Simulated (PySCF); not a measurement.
# Cl2Hf (Hf(Cl)22+): the cost of one run

The runs use PySCF 2.14.0; PBE0, Hf def2-SVP with ECP60, Cl def2-SVP; scalar-relativistic core potentials, no spin–orbit coupling.

1 further run of the same task is left out (for a known fault of the program).

## (1) The system as given

3 atoms, charge 2, spin multiplicity 1.

Bond lengths: Hf1–Cl2 2.202 Å, Hf1–Cl3 2.202 Å. Angles: Cl2–Hf1–Cl3 102.2°.

Coordinates:

```xyz
3

Hf    0.0000    0.0000   -0.5483
Cl    1.7143    0.0000    0.8340
Cl   -1.7143    0.0000    0.8340
```

Formal oxidation states: Hf +4. An earlier session relaxed this geometry at PBE0, Hf def2-SVP with ECP60, Cl def2-SVP (singlet, point group C2v).

Its energy there is -967.110300 Eh.

## (2) One electron removed, multiplicity 2

File run.py (the lines that set the calculation):

```python
mol = gto.M(atom='''
Hf     0.00000     0.00000    -0.54828
Cl     1.71429     0.00000     0.83396
Cl    -1.71429     0.00000     0.83396''',
    basis={'Hf': 'def2-SVP', 'Cl': 'def2-SVP'},
    ecp={'Hf': 'def2-SVP'},
    charge=3, spin=1)
mf = dft.UKS(mol, xc='PBE0')
mf.grids.atom_grid = (50, 194)
mf = mf.density_fit()  # fitting sets: Hf def2-universal-JKFIT, Cl def2-universal-JKFIT
mf.conv_tol = 1e-08; mf.max_cycle = 55
mf.kernel(dm0)  # dm0: the density of the relaxed state
```

Command:

```console
OMP_NUM_THREADS=2 python run.py
```

**Question.** How long does this run take on 2 threads of Intel Xeon Platinum 8259CL at 2.50GHz (Skylake/Cascade Lake), shared host?

About 1.3 s.
